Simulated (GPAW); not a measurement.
NaSb2Au:

```
Na Sb Au
1.0
     4.35730    0.00000    0.00000
    -2.17865    3.77354    0.00000
     0.00000    0.00000    6.81847
Na Sb Au
1 2 1
Direct
  0.00000 0.00000 0.50000
  0.66667 0.33333 0.81632
  0.33333 0.66667 0.18368
  0.00000 0.00000 0.00000
```

The cell was built by a generator and needn't be a form met in nature.

Program: GPAW 26.7.0. Alike in all runs: task band structure; no spin polarisation; cell as given; k mesh 5 × 5 × 3; cutoff (eV) 800; smearing fermi-dirac 0.05 eV.

Order these runs on this cell by their pressure, lowest first.
A. level PBEsol; potentials or basis PAW data sets generated in the run's folder for this functional, pw
B. level LDA; potentials or basis the program's PAW data sets (release 1.2.1) made for this functional, pw
C. level revPBE; potentials or basis the program's PAW data sets (release 1.2.1) made for this functional, pw

B (-4.0 GPa), A (-2.4 GPa), C (1.2 GPa).

Caveats: with this Au data set, volumes or pressures lay over 1.5 % or 2 GPa off other programs in two to four cells of ten.

Runs at the PBE level aren't shown here.
